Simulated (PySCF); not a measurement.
# H2: levels of theory, part 1 of 2

The task, for H2: compare levels of theory; the runs are relaxation and vibrations and intensities.

Method: relaxation, HF, aug-cc-pvtz, and further levels as typed in the inputs, in PySCF 2.14.0.

## 1. The structure to begin with

Bond lengths: H1–H2 0.740 Å.

Coordinates:

```xyz
2

H     0.0000    0.0000    0.0000
H     0.0000    0.0000    0.7400
```

## 2. Relaxation: H2

The input, run.py:

```python
from pyscf import gto, scf
from pyscf.geomopt.geometric_solver import optimize
mol = gto.M(atom="mol.xyz", basis="aug-cc-pvtz", verbose=4)
mf = scf.RHF(mol).run(conv_tol=1e-9)
m = optimize(mf, maxsteps=60)
print("optimised structure (A):")
for k in range(m.natm): print(m.atom_symbol(k), *(f"{x:.8f}" for x in m.atom_coords(unit="A")[k]))
```

Command:

```console
$ python run.py
```

Standard output:

```text
[INPUT] num. atoms = 2
[INPUT] num. electrons = 2
[INPUT] charge = 0
[INPUT] spin (= nelec alpha-beta = 2S) = 0
[INPUT] symmetry False subgroup None
[INPUT] Mole.unit = angstrom
[INPUT] Symbol           X                Y                Z      unit          X                Y                Z       unit  Magmom
[INPUT]  1 H      0.000000000000   0.000000000000   0.000000000000 AA    0.000000000000   0.000000000000   0.000000000000 Bohr   0.0
[INPUT]  2 H      0.000000000000   0.000000000000   0.740000000000 AA    0.000000000000   0.000000000000   1.398397332178 Bohr   0.0

nuclear repulsion = 0.715104339081081
number of shells = 18
number of NR pGTOs = 50
number of NR cGTOs = 46
basis = aug-cc-pvtz
ecp = {}

******** <class 'pyscf.scf.hf.RHF'> ********
method = RHF
initial guess = minao
damping factor = 0
level_shift factor = 0
DIIS = <class 'pyscf.scf.diis.CDIIS'>
diis_start_cycle = 1
diis_space = 8
diis_damp = 0
SCF conv_tol = 1e-09
SCF conv_tol_grad = None
SCF max_cycles = 50
direct_scf = True
direct_scf_tol = 1e-13
Set gradient conv threshold to 3.16228e-05
Initial guess from minao.
init E= -0.813283323433919
  HOMO = -0.554953250471806  LUMO = 0.0489669827264435  gap/eV = 16.43351
cycle= 1 E= -1.13204575914718  delta_E= -0.319  |g|= 0.0448  |ddm|= 0.657
  HOMO = -0.602231247727906  LUMO = 0.0521851648401763  gap/eV = 17.80758
cycle= 2 E= -1.13299708392315  delta_E= -0.000951  |g|= 0.00731  |ddm|= 0.0264
  HOMO = -0.595062860828273  LUMO = 0.0525391979793383  gap/eV = 17.62215
cycle= 3 E= -1.13303340631117  delta_E= -3.63e-05  |g|= 0.000951  |ddm|= 0.0074
  HOMO = -0.594663555395641  LUMO = 0.0525726477639497  gap/eV = 17.61219
cycle= 4 E= -1.13303397518862  delta_E= -5.69e-07  |g|= 4.42e-05  |ddm|= 0.00127
  HOMO = -0.594663076454988  LUMO = 0.0525742504411719  gap/eV = 17.61222
cycle= 5 E= -1.13303397642922  delta_E= -1.24e-09  |g|= 2.16e-06  |ddm|= 6.78e-05
  HOMO = -0.594662572310505  LUMO = 0.0525742348199107  gap/eV = 17.61221
cycle= 6 E= -1.13303397643232  delta_E= -3.1e-12  |g|= 1.85e-07  |ddm|= 7.53e-06
  HOMO = -0.594662690876576  LUMO = 0.0525742382053006  gap/eV = 17.61221
Extra cycle  E= -1.13303397643234  delta_E= -2.6e-14  |g|= 4.49e-08  |ddm|= 2.65e-07
converged SCF energy = -1.13303397643234
Create scanner for <class 'pyscf.grad.rhf.Gradients'>
Create scanner for <class 'pyscf.scf.hf.RHF'>

Geometry optimization cycle 1
Cartesian coordinates (Angstrom)
 Atom        New coordinates             dX        dY        dZ
   H   0.000000   0.000000   0.000000    0.000000  0.000000  0.000000
   H   0.000000   0.000000   0.740000    0.000000  0.000000  0.000000

WARN: Mole.unit (angstrom) is changed to Bohr

New geometry
   1 H      0.000000000000   0.000000000000   0.000000000000 AA    0.000000000000   0.000000000000   0.000000000000 Bohr
   2 H      0.000000000000   0.000000000000   0.740000000000 AA    0.000000000000   0.000000000000   1.398397332178 Bohr

******** <class 'pyscf.scf.hf.RHF_Scanner'> ********
method = RHF_Scanner
initial guess = minao
damping factor = 0
level_shift factor = 0
DIIS = <class 'pyscf.scf.diis.CDIIS'>
diis_start_cycle = 1
diis_space = 8
diis_damp = 0
SCF conv_tol = 1e-09
SCF conv_tol_grad = None
SCF max_cycles = 50
direct_scf = True
direct_scf_tol = 1e-13
Set gradient conv threshold to 3.16228e-05
init E= -1.13303397643234
  HOMO = -0.594662716118684  LUMO = 0.0525742364063954  gap/eV = 17.61221
cycle= 1 E= -1.13303397643234  delta_E= 2.22e-16  |g|= 1.16e-08  |ddm|= 6.89e-08
  HOMO = -0.594662721226034  LUMO = 0.052574235973829  gap/eV = 17.61221
Extra cycle  E= -1.13303397643234  delta_E= -4.44e-16  |g|= 3.03e-09  |ddm|= 1.79e-08
converged SCF energy = -1.13303397643234

******** <class 'pyscf.grad.rhf.Gradients_Scanner'> for <class 'pyscf.scf.hf.RHF_Scanner'> ********
unit = Eh/Bohr
--------------- RHF_Scanner gradients ---------------
         x                y                z
0 H     0.0000000000     0.0000000000    -0.0041386883
1 H    -0.0000000000    -0.0000000000     0.0041386883
----------------------------------------------
cycle 1: E = -1.13303397643  dE = -1.13303  norm(grad) = 0.00585299

Geometry optimization cycle 2
Cartesian coordinates (Angstrom)
 Atom        New coordinates             dX        dY        dZ
   H  -0.000000  -0.000000   0.002798   -0.000000 -0.000000  0.002798
   H   0.000000   0.000000   0.737202    0.000000  0.000000 -0.002798
New geometry
   1 H     -0.000000000000  -0.000000000000   0.002797817986 AA   -0.000000000000  -0.000000000000   0.005287109741 Bohr
   2 H      0.000000000000   0.000000000000   0.737202182014 AA    0.000000000000   0.000000000000   1.393110222438 Bohr

******** <class 'pyscf.scf.hf.RHF_Scanner'> ********
method = RHF_Scanner
initial guess = minao
damping factor = 0
level_shift factor = 0
DIIS = <class 'pyscf.scf.diis.CDIIS'>
diis_start_cycle = 1
diis_space = 8
diis_damp = 0
SCF conv_tol = 1e-09
SCF conv_tol_grad = None
SCF max_cycles = 50
direct_scf = True
direct_scf_tol = 1e-13
Set gradient conv threshold to 3.16228e-05
init E= -1.13541297534368
  HOMO = -0.595599734756951  LUMO = 0.0532524183997308  gap/eV = 17.65617
cycle= 1 E= -1.13305528372214  delta_E= 0.00236  |g|= 0.00111  |ddm|= 0.00187
  HOMO = -0.596580633522857  LUMO = 0.0526372462324238  gap/eV = 17.66612
cycle= 2 E= -1.13305582064732  delta_E= -5.37e-07  |g|= 0.000173  |ddm|= 0.000733
  HOMO = -0.596405048918408  LUMO = 0.0526454731110236  gap/eV = 17.66156
cycle= 3 E= -1.13305583980385  delta_E= -1.92e-08  |g|= 2.15e-05  |ddm|= 0.000199
  HOMO = -0.596394862070521  LUMO = 0.0526463776812931  gap/eV = 17.66131
cycle= 4 E= -1.13305584007898  delta_E= -2.75e-10  |g|= 8.85e-07  |ddm|= 3.36e-05
  HOMO = -0.596394785946814  LUMO = 0.0526464049706422  gap/eV = 17.66131
Extra cycle  E= -1.13305584007951  delta_E= -5.25e-13  |g|= 2.02e-07  |ddm|= 1.26e-06
converged SCF energy = -1.13305584007951

******** <class 'pyscf.grad.rhf.Gradients_Scanner'> for <class 'pyscf.scf.hf.RHF_Scanner'> ********
unit = Eh/Bohr
--------------- RHF_Scanner gradients ---------------
         x                y                z
0 H     0.0000000000     0.0000000000     0.0000279480
1 H    -0.0000000000    -0.0000000000    -0.0000279480
----------------------------------------------
cycle 2: E = -1.13305584008  dE = -2.18636e-05  norm(grad) = 3.95244e-05

Geometry optimization cycle 3
Cartesian coordinates (Angstrom)
 Atom        New coordinates             dX        dY        dZ
   H  -0.000000  -0.000000   0.002779   -0.000000 -0.000000 -0.000019
   H   0.000000   0.000000   0.737221    0.000000  0.000000  0.000019
New geometry
   1 H     -0.000000000000  -0.000000000000   0.002779051459 AA   -0.000000000000  -0.000000000000   0.005251646144 Bohr
   2 H      0.000000000000   0.000000000000   0.737220948541 AA    0.000000000000   0.000000000000   1.393145686034 Bohr

******** <class 'pyscf.scf.hf.RHF_Scanner'> ********
method = RHF_Scanner
initial guess = minao
damping factor = 0
level_shift factor = 0
DIIS = <class 'pyscf.scf.diis.CDIIS'>
diis_start_cycle = 1
diis_space = 8
diis_damp = 0
SCF conv_tol = 1e-09
SCF conv_tol_grad = None
SCF max_cycles = 50
direct_scf = True
direct_scf_tol = 1e-13
Set gradient conv threshold to 3.16228e-05
init E= -1.13303996688533
  HOMO = -0.596388438615206  LUMO = 0.0526418577636615  gap/eV = 17.66101
cycle= 1 E= -1.13305584102628  delta_E= -1.59e-05  |g|= 7.47e-06  |ddm|= 1.26e-05
  HOMO = -0.596381835463185  LUMO = 0.0526459940906688  gap/eV = 17.66095
cycle= 2 E= -1.13305584105034  delta_E= -2.41e-11  |g|= 1.16e-06  |ddm|= 4.91e-06
  HOMO = -0.59638286023216  LUMO = 0.0526459465050856  gap/eV = 17.66097
Extra cycle  E= -1.13305584105116  delta_E= -8.19e-13  |g|= 2.48e-07  |ddm|= 1.16e-06
converged SCF energy = -1.13305584105116

******** <class 'pyscf.grad.rhf.Gradients_Scanner'> for <class 'pyscf.scf.hf.RHF_Scanner'> ********
unit = Eh/Bohr
--------------- RHF_Scanner gradients ---------------
         x                y                z
0 H    -0.0000000000    -0.0000000000    -0.0000006440
1 H     0.0000000000     0.0000000000     0.0000006440
----------------------------------------------
cycle 3: E = -1.13305584105  dE = -9.71648e-10  norm(grad) = 9.10733e-07
optimised structure (A):
H -0.00000000 -0.00000000 0.00277905
H 0.00000000 0.00000000 0.73722095
```

Wall time 1.4 s (2 threads of Arm Neoverse V1, shared host).

## 3. Vibrations and intensities: vibrations and intensities, HF, aug-cc-pvtz

It takes the final geometry of step 2.

The input, run.py:

```python
from pyscf import gto, scf
from pyscf.hessian import thermo
import numpy as np
mol = gto.M(atom="mol.xyz", basis="aug-cc-pvtz", verbose=4)
mf = scf.RHF(mol).run(conv_tol=1e-9)
mol.verbose = 0; x = mol.atom_coords(); n = x.size; h = np.zeros((n, n + 3))
def point(d):
    m = mol.set_geom_(x + d.reshape(-1, 3), unit="Bohr", inplace=False); s = scf.RHF(m)
    s.run(mf.make_rdm1(), conv_tol=1e-10); g = s.nuc_grad_method()
    return np.append(g.kernel(), s.dip_moment(unit="AU", verbose=0))
for k in range(n): d = np.zeros(n); d[k] = 0.01; h[k] = (point(d) - point(-d)) / 0.02
H = (h[:, :n] + h[:, :n].T) / 2
f = thermo.harmonic_analysis(mol, H.reshape(mol.natm, 3, mol.natm, 3).transpose(0, 2, 1, 3))
print("harmonic vibrations: frequency (1/cm), infrared intensity (km/mol)")
for w, q in zip(f["freq_wavenumber"], f["norm_mode"]): t = q.ravel() @ h[:, n:]; print(f"  {w.real - w.imag:9.2f} {974.88 * t @ t:9.2f}")
```

Command:

```console
$ python run.py
```

Standard output:

```text
[INPUT] num. atoms = 2
[INPUT] num. electrons = 2
[INPUT] charge = 0
[INPUT] spin (= nelec alpha-beta = 2S) = 0
[INPUT] symmetry False subgroup None
[INPUT] Mole.unit = angstrom
[INPUT] Symbol           X                Y                Z      unit          X                Y                Z       unit  Magmom
[INPUT]  1 H      0.000000000000   0.000000000000   0.002779050000 AA    0.000000000000   0.000000000000   0.005251643386 Bohr   0.0
[INPUT]  2 H      0.000000000000   0.000000000000   0.737220950000 AA    0.000000000000   0.000000000000   1.393145688792 Bohr   0.0

nuclear repulsion = 0.720516096535342
number of shells = 18
number of NR pGTOs = 50
number of NR cGTOs = 46
basis = aug-cc-pvtz
ecp = {}

******** <class 'pyscf.scf.hf.RHF'> ********
method = RHF
initial guess = minao
damping factor = 0
level_shift factor = 0
DIIS = <class 'pyscf.scf.diis.CDIIS'>
diis_start_cycle = 1
diis_space = 8
diis_damp = 0
SCF conv_tol = 1e-09
SCF conv_tol_grad = None
SCF max_cycles = 50
direct_scf = True
direct_scf_tol = 1e-13
Set gradient conv threshold to 3.16228e-05
[... 1 set-up line as earlier in the session ...]
init E= -0.814173012534531
  HOMO = -0.557762436033785  LUMO = 0.0491022471182623  gap/eV = 16.51363
cycle= 1 E= -1.13206512806155  delta_E= -0.318  |g|= 0.0448  |ddm|= 0.656
  HOMO = -0.603987684581215  LUMO = 0.0522621147579079  gap/eV = 17.85747
cycle= 2 E= -1.13301893583948  delta_E= -0.000954  |g|= 0.00731  |ddm|= 0.0265
  HOMO = -0.596785321735643  LUMO = 0.0526112845960785  gap/eV = 17.67098
cycle= 3 E= -1.13305526959225  delta_E= -3.63e-05  |g|= 0.000953  |ddm|= 0.00741
  HOMO = -0.596383909556711  LUMO = 0.052644368225541  gap/eV = 17.66096
cycle= 4 E= -1.13305583982367  delta_E= -5.7e-07  |g|= 4.4e-05  |ddm|= 0.00127
  HOMO = -0.596383437785259  LUMO = 0.0526459468590366  gap/eV = 17.66099
cycle= 5 E= -1.13305584104809  delta_E= -1.22e-09  |g|= 2.15e-06  |ddm|= 6.71e-05
  HOMO = -0.596382929635237  LUMO = 0.052645932165976  gap/eV = 17.66097
cycle= 6 E= -1.13305584105117  delta_E= -3.08e-12  |g|= 1.85e-07  |ddm|= 7.47e-06
  HOMO = -0.596383046884022  LUMO = 0.0526459355586717  gap/eV = 17.66098
Extra cycle  E= -1.1330558410512  delta_E= -2.51e-14  |g|= 4.46e-08  |ddm|= 2.64e-07
converged SCF energy = -1.1330558410512
harmonic vibrations: frequency (1/cm), infrared intensity (km/mol)
    4585.28      0.00
```

It took 2.5 s on 2 threads of Arm Neoverse V1, shared host.

Harmonic frequencies from the force constants, with isotope-averaged masses (PySCF's default) and rigid motions projected out (i: imaginary):

```
mode  cm⁻¹  IR (km/mol)
   1  4585          0.0
```

(Continued in part 2 of 2.)
